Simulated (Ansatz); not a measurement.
# ClH5O4W: the cost of one run

Program: Ansatz 0.2.0. Level of theory: RKS B3LYP-D4/def2-SVP. These are calculated values, not measurements.

## 1. Starting point

Bond lengths: W1–Cl2 2.390 Å, W1–O3 1.940 Å, O3–H4 1.010 Å, W1–O5 1.940 Å, O5–H6 1.010 Å, W1–O7 1.940 Å, O7–H8 1.010 Å, W1–O9 1.940 Å, O9–H10 1.010 Å, W1–H11 1.720 Å. Angles (14 of 19 angles, heavy atoms first): Cl2–W1–O3 90.0°, Cl2–W1–O5 90.0°, Cl2–W1–O7 90.0°, Cl2–W1–O9 90.0°, O3–W1–O5 90.0°, O3–W1–O7 180.0°, O3–W1–O9 90.0°, O5–W1–O7 90.0°, O5–W1–O9 180.0°, O7–W1–O9 90.0°, Cl2–W1–H11 180.0°, O3–W1–H11 90.0°, O5–W1–H11 90.0°, O7–W1–H11 90.0°.

As a file:

```xyz
11

W     0.0000    0.0000    0.0000
Cl    0.0000    0.0000    2.3900
O     1.9400    0.0000    0.0000
H     2.2771   -0.9519   -0.0197
O     0.0000    1.9400    0.0000
H    -0.6343    2.2771   -0.7100
O    -1.9400    0.0000    0.0000
H    -2.2771   -0.1263    0.9437
O     0.0000   -1.9400    0.0000
H     0.3816   -2.2771    0.8723
H     0.0000    0.0000   -1.7200
```

## 2. Preparing the start

Contents of input.yaml:

```yaml
crystal:
  periodic: [false, false, false]
  atoms:
    - { symbol: W, position_ang: [0.0, 0.0, 0.0] }
    - { symbol: Cl, position_ang: [0.0, 0.0, 2.39] }
    - { symbol: O, position_ang: [1.94, 0.0, 0.0] }
    - { symbol: H, position_ang: [2.2771, -0.9519, -0.0197] }
    - { symbol: O, position_ang: [0.0, 1.94, 0.0] }
    - { symbol: H, position_ang: [-0.6343, 2.2771, -0.71] }
    - { symbol: O, position_ang: [-1.94, 0.0, 0.0] }
    - { symbol: H, position_ang: [-2.2771, -0.1263, 0.9437] }
    - { symbol: O, position_ang: [0.0, -1.94, 0.0] }
    - { symbol: H, position_ang: [0.3816, -2.2771, 0.8723] }
    - { symbol: H, position_ang: [0.0, 0.0, -1.72] }
basis:
  gaussian: { orbitals: def2-SVP }
hamiltonian:
  xc: b3lyp
  dispersion: d4
relax:
  f_tol: 0.02
  max_steps: 40
output:
  orbitals: {}
```

Started as:

```console
> ansatz run input.yaml --threads 4 --pin off --max-ram 5120MiB --backend cpu --events-out ev --progress --plain --runs-dir out
```

Q: Estimate wall time and peak memory on 4 threads of Intel Xeon 6975P-C (Granite Rapids), shared host.

About 44 s, with a peak of 0.37 GiB.
